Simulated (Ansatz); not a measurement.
A nudged elastic band was laid between two geometries of a periodic cell of 17 atoms, Mg₉O₈ (host MgO, host structure Fm-3m, interstitial Mg).

All numbers below come from Ansatz 0.2.0, DFT PBE, scalar-relativistic, plane waves, PAW. Settings: PAW set soft_1, cutoff 420 eV, k mesh 2x2x2, gaussian smearing 0.05 eV, no spin polarisation.

* movable images: 5
* climbing image: yes
* spring: 2.0 to 10.0 eV/Å², energy-weighted
* optimiser: quadratic models (default)
* start path: IDPP
* force threshold: 0.03 eV/Å
* iteration limit: 78
* end points: relaxed

Initial state:

```xyz
17
Lattice="0.0000 4.0260 4.0260 4.0260 0.0000 4.0260 4.0260 4.0260 0.0000" Properties=species:S:1:pos:R:3
Mg -0.041 -0.036 -0.008
O 1.976 1.981 1.796
Mg 1.938 1.943 -0.064
O 4.069 4.074 2.065
Mg 2.101 -0.100 1.917
O 4.096 1.972 3.989
Mg 3.987 2.001 1.981
O 6.001 3.802 3.997
Mg -0.105 2.106 1.918
O 1.967 4.101 3.989
Mg 1.996 3.992 1.981
O 3.797 6.006 3.997
Mg 2.339 2.344 4.362
O 4.040 4.045 6.063
Mg 3.920 3.925 4.123
O 5.994 5.999 6.120
Mg 5.229 5.234 3.227
```

Final state:

```xyz
17
Lattice="0.0000 4.0260 4.0260 4.0260 0.0000 4.0260 4.0260 4.0260 0.0000" Properties=species:S:1:pos:R:3
Mg 0.035 -0.038 -0.014
O 2.057 1.972 2.085
Mg 1.683 2.348 0.330
O 3.980 4.074 2.058
Mg 2.027 -0.038 1.978
O 3.953 1.972 3.982
Mg 4.065 2.001 1.974
O 6.080 4.106 3.985
Mg 0.103 2.104 1.910
O 2.047 3.808 3.993
Mg 1.924 3.927 1.912
O 4.255 6.003 3.991
Mg 2.086 1.947 3.952
O 4.011 4.043 6.054
Mg 4.127 3.928 4.115
O 6.074 6.003 5.809
Mg 2.819 5.241 3.219
```

Which bonds break or form, and what moves?

Contacts lost: O2–Mg17, Mg3–O10, Mg3–O12, Mg3–O16, O8–Mg17, Mg13–Mg17. Contacts made: O2–Mg13, Mg3–Mg17, O8–Mg13, O10–Mg17, O12–Mg13, O16–Mg17. The atom that moves furthest is Mg17, by 2.41 Å; four of its nearest neighbours are O8 1.80, O12 1.80, O2 1.80, Mg13 1.97 Å at the first end and O16 1.80, O12 1.80, O10 1.80, Mg3 1.97 Å at the last.

Give the energies along the band, and the barrier.

The forces met the threshold. The highest image is number 3 of 0 to 6, 0.73 eV above the ends, which have the same energy within 2 meV. By the program's own check the climbing image is a first-order saddle point (lowest curvatures found: -2.04 and 2.89 eV/Å²). Limits of this set-up: coarse k mesh, a small cell, in which the defect meets its images.

```
image  path coordinate (Å)  energy (eV)  O2–Mg17 (Å)  Mg3–O10 (Å)  Mg3–O12 (Å)
    0                 0.00         0.00         1.80         1.87         1.86
    1                 1.98         0.05         2.97         2.02         2.01
    2                 2.60         0.55         3.12         2.07         2.05
    3                 3.11         0.73         3.20         2.19         2.13
    4                 3.55         0.58         3.28         2.29         2.16
    5                 4.07         0.21         3.30         2.18         2.11
    6                 5.10         0.00         3.08         2.62         2.62
```

What is the geometry of the highest image?


```xyz
17
Lattice="0.0000 4.0260 4.0260 4.0260 0.0000 4.0260 4.0260 4.0260 0.0000" Properties=species:S:1:pos:R:3
Mg 0.099 0.061 -0.055
O 2.130 2.076 1.957
Mg 1.937 2.250 -0.043
O 4.070 4.072 1.759
Mg 1.943 0.076 2.128
O 4.066 1.875 3.950
Mg 4.075 2.077 1.957
O 6.308 4.089 3.969
Mg 0.286 2.074 1.960
O 1.985 4.086 3.974
Mg 1.939 4.075 1.782
O 4.072 6.298 3.988
Mg 1.944 1.903 3.956
O 4.068 4.110 6.183
Mg 3.585 3.408 4.651
O 6.233 6.100 5.984
Mg 3.577 4.765 3.293
```

Time of the run: 19 min on 1 thread of Arm Neoverse V2, with other jobs on the host, peak memory 0.61 GiB.
